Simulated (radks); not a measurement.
# Valence configurations of Bi⁺

The task here is to estimate one member of a computed series from the others.

The numbers are computed with radks (a radial shooting solver on a logarithmic mesh, Libxc functionals) version 1 (scalar-relativistic Kohn-Sham, BLYP, spin-unpolarised, spherical densities, finite nucleus), except any that are marked as measured or tabulated.

## Starting point

- element: bismuth (Z = 83)
- charge: +1
- electrons: 82
- configuration: [Hg] 6p2
- nuclear rms radius: 5.5211 fm
- others tried: [Xe] 4f14 5d8 6s2 6p4; [Xe] 4f14 5d10 6s1 6p3; [Xe] 4f13 5d10 6s2 6p3; [Xe] 4f13.5 5d10 6s1 6p3.5; [Xe] 4f14 5d10 6s1.5 6p2.5; [Xe] 4f14 5d9 6s2 6p3; [Xe] 4f14 5d9.5 6s2 6p2.5; [Xe] 4f13.5 5d9 6s1 6p4.5; [Xe] 4f14 5d10 6p4

The outer shells:

Bi⁺
```
[Hg] core
6p [↑ ][↑ ][  ]
```

The first run:

Settings of this run:

```text
Z 83
configuration [Hg] 6p2
relativity scalar-relativistic
functional b88,lyp
spin unpolarised
nucleus finite rms 5.5211 fm
c 137.035999084
```

Among the steps run: [Hg] 6p2.

One table of the session follows, with a row left open; its other results are not shown here.

It belongs to the step «[Hg] 6p2». Sizes of the orbitals, from the radial functions (bohr):

| level | <r> | outermost maximum (interpolated) | 90 % within | nodes |
| --- | --- | --- | --- | --- |
| 4p | 0.4026 | 0.376 | 0.583 | 2 |
| 4d | 0.4225 | 0.381 | 0.628 | 1 |
| 5s | 0.8307 | 0.770 | 1.18 | 4 |
| 4f | ? | ? | ? | ? |
| 5p | 0.9478 | 0.860 | 1.36 | 3 |
| 5d | 1.232 | 1.03 | 1.85 | 2 |
| 6s | 2.125 | 1.85 | 3.09 | 5 |
| 6p | 2.812 | 2.37 | 4.17 | 4 |

Estimate the missing values for 4f.

As computed: <r>: 0.4410; outermost maximum (interpolated): 0.342; 90 % within: 0.698; nodes: 0. In the column «<r>» it lies between 4d (0.4225) and 5s (0.8307).
